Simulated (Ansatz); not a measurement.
# F3GaH3P: the cost of one run

The runs use Ansatz 0.2.0, Gaussian basis; the settings change from run to run.

**1. The geometry**

An earlier PBE0-D4 in a triple-zeta def2 set relaxation fixed the geometry.

8 atoms, charge 0, spin multiplicity 1.

Atoms are counted from 1 here; the program's logs count them from 0.

Bond lengths: F1–Ga2 1.754 Å, Ga2–F3 1.754 Å, Ga2–F4 1.754 Å, Ga2–P5 2.493 Å, P5–H6 1.406 Å, P5–H7 1.406 Å, P5–H8 1.406 Å. Angles: F1–Ga2–F3 117.0°, F1–Ga2–F4 117.0°, F1–Ga2–P5 100.2°, F3–Ga2–F4 117.0°, F3–Ga2–P5 100.1°, F4–Ga2–P5 100.2°, Ga2–P5–H6 117.2°, Ga2–P5–H7 117.2°, Ga2–P5–H8 117.2°, H6–P5–H7 100.7°, H6–P5–H8 100.7°, H7–P5–H8 100.7°.

**2. wB97M-V/cc-pVTZ**

Options: atoms shaken by 0.15 Å.

in.yaml reads:

```yaml
crystal:
  periodic: [false, false, false]
  atoms:
    - {symbol: F, position_ang: [0.155523, -1.762640, 1.092399]}
    - {symbol: Ga, position_ang: [0.482781, -0.975859, -0.225312]}
    - {symbol: F, position_ang: [2.354932, -0.480806, 0.313725]}
    - {symbol: F, position_ang: [0.706852, -1.593074, -1.544787]}
    - {symbol: P, position_ang: [-0.526783, 1.105644, -0.128481]}
    - {symbol: H, position_ang: [-1.553319, 0.967652, 0.786851]}
    - {symbol: H, position_ang: [-1.111844, 1.223913, -1.399223]}
    - {symbol: H, position_ang: [-0.062333, 2.208546, 0.180821]}
basis:
  gaussian: {orbitals: cc-pVTZ}
hamiltonian: {xc: {name: wB97M-V}}
```

Started as:

```sh
$ ansatz run in.yaml --threads 4 --pin off --events-out ev --progress --plain --max-ram 10444MiB
```

Q: Estimate wall time and peak memory on 4 threads of Arm Neoverse V1, shared host.

About 8 s, with a peak of 0.61 GiB.
